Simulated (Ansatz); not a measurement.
## AlCu₃, space group Fm-3m: a charge-density difference against the sublattices, step by step

Program: Ansatz's Python interface.

Typed at the interpreter:
```pycon
>>> import ansatz
>>> import numpy as np
>>> FUNCTIONAL = "PBEsol"
>>> TOLERANCE = 1e-09
>>> ECUT = 460
>>> KGRID = (7, 7, 7)
>>> vectors0 = np.array([
...     [0.0, 2.888011, 2.888011],
...     [2.888011, 0.0, 2.888011],
...     [2.888011, 2.888011, 0.0],
... ])
>>> sites = [
...     ("Al", [0.0, 0.0, 0.0]),
...     ("Cu", [0.5, 0.5, 0.5]),
...     ("Cu", [0.25, 0.25, 0.25]),
...     ("Cu", [0.75, 0.75, 0.75]),
... ]
>>> def crystal_on(cell):
...     crystal = ansatz.Crystal(lattice=ansatz.Lattice.of(cell))
...     for symbol, position in sites:
...         crystal = crystal.atom(symbol, position)
...     return crystal
...
>>> # one cutoff and one grid for all runs, so that the fields can be subtracted
>>> def solve(crystal):
...     return (
...         crystal.calculation()
...         .occupations(ansatz.OccupationsMethod.METHFESSEL_PAXTON)
...         .functional(FUNCTIONAL)
...         .scf(tolerance=TOLERANCE)
...         .basis(ECUT, grid_basis="typed")
...         .kpoints(*KGRID)
...         .density()
...         .run(threads=1)
...     )
...
>>> whole = solve(crystal_on(vectors0))
>>> difference = whole.density().channels[0].density_e_per_ang3.copy()
>>> binding = whole.report["free_energy_ev"]
>>> for element in ["Al", "Cu"]:
...     part = ansatz.Crystal(lattice=ansatz.Lattice.of(vectors0))
...     for symbol, position in sites:
...         if symbol == element:
...             part = part.atom(symbol, position)
...     alone = solve(part)
...     difference -= alone.density().channels[0].density_e_per_ang3
...     binding -= alone.report["free_energy_ev"]
...     print(f"{element} sublattice: {alone.report['n_electrons']:g} electrons, {alone.report['n_iterations']} iterations")
...
Al sublattice: 3 electrons, 7 iterations
Cu sublattice: 57 electrons, 8 iterations
>>> voxel = abs(np.linalg.det(vectors0)) / difference.size
>>> print(f"energy of the crystal less its unpolarised sublattices: {binding / len(sites):.4f} eV/atom")
energy of the crystal less its unpolarised sublattices: -1.0940 eV/atom
>>> print(f"net charge of the difference {difference.sum() * voxel:.5f} e, charge rearranged {0.5 * np.abs(difference).sum() * voxel:.3f} e")
net charge of the difference -0.00000 e, charge rearranged 0.432 e
>>> print(f"extremes {difference.min():.4f} and {difference.max():.4f} e/A^3")
extremes -0.2106 and 0.0540 e/A^3
>>> for (symbol, position) in sites:
...     index = tuple(int(round(p * n)) % n for p, n in zip(position, difference.shape))
...     print(f"  change of the pseudo-density at the grid point nearest {symbol}: {difference[index]:+.4f} e/A^3")
...
  change of the pseudo-density at the grid point nearest Al: -0.0421 e/A^3
  change of the pseudo-density at the grid point nearest Cu: -0.0813 e/A^3
  change of the pseudo-density at the grid point nearest Cu: -0.1837 e/A^3
  change of the pseudo-density at the grid point nearest Cu: -0.1837 e/A^3
>>> profile = difference.mean(axis=(0, 1))
>>> print("planar mean along the third vector:", np.round(profile[:: max(len(profile) // 12, 1)], 4))
planar mean along the third vector: [ 0.0025  0.0031  0.0042  0.0017 -0.0025 -0.0028 -0.003  -0.0021 -0.0021
 -0.003  -0.0028 -0.0025  0.0017  0.0042  0.0031]
```

Reading the output:
- No spin polarisation was allowed.
- For a metal this k-point mesh is coarse: on a finer one energies can move by several to tens of meV an atom and pressures by half a GPa or more, differences at one mesh by less.
- Densities and potentials on the grid are those of the valence electrons, and inside the cores they hang on the potentials used.
- The structure comes from a database of computed cells and needn't be a stable or known phase.
- Charge moved counts every rearrangement, bonding and polarisation too, and is no transfer between atoms; the bare sublattices are artificial references. Values near the nuclei depend on the potentials.
- Timing: 4.4 s on 1 thread of Arm Neoverse V1 (shared host), peak memory 0.39 GiB.
